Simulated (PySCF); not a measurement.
# DyH6N3 (Dy(NH2)3+): the cost of one run

Method: PBE0, Dy lcecp-2-SVP with ECP54, N def2-SVP, H def2-SVP; scalar-relativistic core potentials, no spin–orbit coupling; program: PySCF 2.14.0.

1 further run of the same task is left out (for a known fault of the program).

### Step 1. Starting geometry

10 atoms, charge 1, spin multiplicity 1.

Bond lengths: Dy1–N2 2.131 Å, Dy1–N5 2.131 Å, Dy1–N8 2.131 Å, N2–H3 1.018 Å, N2–H4 1.018 Å, N5–H6 1.018 Å, N5–H7 1.018 Å, N8–H9 1.018 Å, N8–H10 1.018 Å. Angles: N2–Dy1–N5 120.0°, N2–Dy1–N8 120.0°, N5–Dy1–N8 120.0°, Dy1–N2–H3 125.4°, Dy1–N2–H4 125.4°, H3–N2–H4 109.2°, Dy1–N5–H6 125.4°, Dy1–N5–H7 125.4°, H6–N5–H7 109.2°, Dy1–N8–H9 125.4°, Dy1–N8–H10 125.4°, H9–N8–H10 109.2°.

As a file:

```xyz
10
charge 1, multiplicity 1
Dy    0.0000    0.0000    0.0000
N     2.1308    0.0000    0.0000
H     2.7207    0.0000    0.8300
H     2.7207    0.0000   -0.8300
N    -1.0654    1.8453    0.0000
H    -1.3604    2.3562    0.8300
H    -1.3604    2.3562   -0.8300
N    -1.0654   -1.8453    0.0000
H    -1.3604   -2.3562    0.8300
H    -1.3604   -2.3562   -0.8300
```

Formal oxidation states: Dy +4. Each metal's 8 4f electrons lie in its core potential, so multiplicities, spins and levels count the valence alone.

### Step 2. SCF at the start, singlet

run.py (the lines that set the calculation)

```python
mol = gto.M(atom='''
Dy     0.00000     0.00000     0.00000
N      2.13080     0.00000     0.00000
H      2.72070     0.00000     0.83000
H      2.72070     0.00000    -0.83000
N     -1.06540     1.84530     0.00000
H     -1.36040     2.35620     0.83000
H     -1.36040     2.35620    -0.83000
N     -1.06540    -1.84530     0.00000
H     -1.36040    -2.35620     0.83000
H     -1.36040    -2.35620    -0.83000''',
    basis={'Dy': 'lcecp-2-SVP', 'N': 'def2-SVP', 'H': 'def2-SVP'},
    ecp={'Dy': 'lcecp-2-SVP'},
    charge=1, spin=0)
mf = dft.RKS(mol, xc='PBE0')
mf.grids.atom_grid = (50, 194)  # f atoms: unpruned, at least (60, 302)
mf = mf.density_fit()  # fitting sets: Dy AutoAux, N def2-universal-JKFIT, H def2-universal-JKFIT
mf.conv_tol = 1e-08; mf.max_cycle = 55
mf.kernel(dm0)  # dm0: free metal ions and neutral atoms
```

The run is started by

```console
$ OMP_NUM_THREADS=2 python run.py
```

**Question.** How long does this run take on 2 threads of Arm Neoverse V1, shared host, and how much memory does it need?

About 4.1 s, with a peak of 0.64 GiB.
